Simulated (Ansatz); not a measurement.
Write a Python script for the Ansatz DFT code, driven from Python that makes a rigid scan of one bond angle of BF₂HS, SMILES FB(F)S. Use (for the species named): CAM-B3LYP, def2-SVP basis, multiplicity 1.

```yaml
atoms:
  - { symbol: F, position_ang: [0.9350, -1.5542, 0.1270] }
  - { symbol: B, position_ang: [-0.1245, -0.4859, 0.2488] }
  - { symbol: F, position_ang: [-0.9098, -0.3679, 1.4609] }
  - { symbol: S, position_ang: [-0.3690, 0.7208, -1.1725] }
  - { symbol: H, position_ang: [0.5181, 1.6135, -0.7056] }
```

The script, `bend_bf2hs.py`:
```python
"""Energy of BF2HS against one bond angle."""

import ansatz as az
from ase import Atoms


def main() -> None:
    atoms = Atoms(["F", "B", "F", "S", "H"], positions=[
        (0.935, -1.5542, 0.127),
        (-0.1245, -0.4859, 0.2488),
        (-0.9098, -0.3679, 1.4609),
        (-0.369, 0.7208, -1.1725),
        (0.5181, 1.6135, -0.7056),
    ])

    # relax first, so that the scan starts from a minimum
    first = (
        az.Crystal.molecule_from_ase(atoms).calculation()
        .basis(gaussian="def2-SVP")  # the orbital basis, by name
        .functional("CAM-B3LYP")
        .relax(force_tolerance=0.02, max_steps=80)
    )
    atoms.positions = first.run(threads=1).report["positions_ang"]

    rows = []
    for angle in [90, 100, 110, 120, 135, 150, 165, 179]:
        bent = atoms.copy()
        bent.set_angle(1, 3, 4, angle, indices=[4])
        setup = az.Crystal.molecule_from_ase(bent).calculation().basis(gaussian="def2-SVP").functional("CAM-B3LYP")
        rows.append((angle, setup.run(threads=1).report["free_energy_ev"]))
    floor = min(e for _, e in rows)
    for angle, e in rows:
        print(f"angle B1-S3-H4 = {angle:3d} deg   {1000 * (e - floor):9.1f} meV")


if __name__ == "__main__":
    main()
```

```console
$ python bend_bf2hs.py
angle B1-S3-H4 =  90 deg         0.0 meV
angle B1-S3-H4 = 100 deg         1.9 meV
angle B1-S3-H4 = 110 deg       130.2 meV
angle B1-S3-H4 = 120 deg       370.2 meV
angle B1-S3-H4 = 135 deg       897.1 meV
angle B1-S3-H4 = 150 deg      1527.3 meV
angle B1-S3-H4 = 165 deg      2078.7 meV
angle B1-S3-H4 = 179 deg      2313.9 meV
```

Notes:
- These settings explore the input space; basis and method may be short of convergence.
- The scan is rigid, and the energies are electronic, in a modest basis. The zero is the lowest point of the grid, which needn't be the minimum.
- Wall time of the script: 43 s on 1 thread of Arm Neoverse V1 (shared host), peak memory 0.21 GiB.

(Lines on the test bed's own set-up are left out of the output.)
